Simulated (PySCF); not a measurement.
# C2H6CuSe2 ([Cu(SeMe)2]-): the cost of one run

Computed with PySCF 2.14.0, with density-fitted response routines of our own, on a single molecule in the gas phase. Atoms are numbered from 0 throughout.

**1. The starting structure**

11 atoms, charge -1, multiplicity 1; geometry from: GFN2-xTB. The atoms were then displaced at random by about 0.03 Å, so the start is not that level's minimum.

Bonds of the start (Å): Cu0–Se1 2.30, Cu0–Se6 2.33, Se1–C2 1.93, C2–H3 0.99, C2–H4 1.09, C2–H5 1.13, Se6–C7 1.98, C7–H8 1.17, C7–H9 1.04, C7–H10 1.05.

**2. Geometry optimisation at PBE0-D3(BJ)/def2-SVP**

Job settings and geometry (Å):

```
{"job": {"xc": "PBE0", "basis": "def2-SVP", "d3": "d3bj", "grid": 1, "maxiter": 40, "shake": 0.03, "kind": "geom"}, "charge": -1, "multiplicity": 1}
Cu    -0.011200    -0.112750     0.011480
Se    -0.090090    -0.074160     2.311740
C      0.788240    -1.781900     2.540330
H      0.364400    -2.551480     2.078530
H      0.923470    -1.983130     3.602590
H      1.824810    -1.699110     2.108150
Se    -0.035390    -0.010690    -2.319170
C     -0.771980     1.806360    -2.580820
H     -1.810340     1.839030    -2.051400
H     -0.896980     1.975640    -3.603720
H     -0.186880     2.506680    -2.066820
```

Command:

```
OMP_NUM_THREADS=1 python probes_run.py task.json out
```

This one command runs all jobs of the session in turn.

**Question.** How long does this first job take on 1 thread of AMD EPYC, shared host, and how much memory does it need?

About 9.6 min, with a peak of 0.71 GiB.
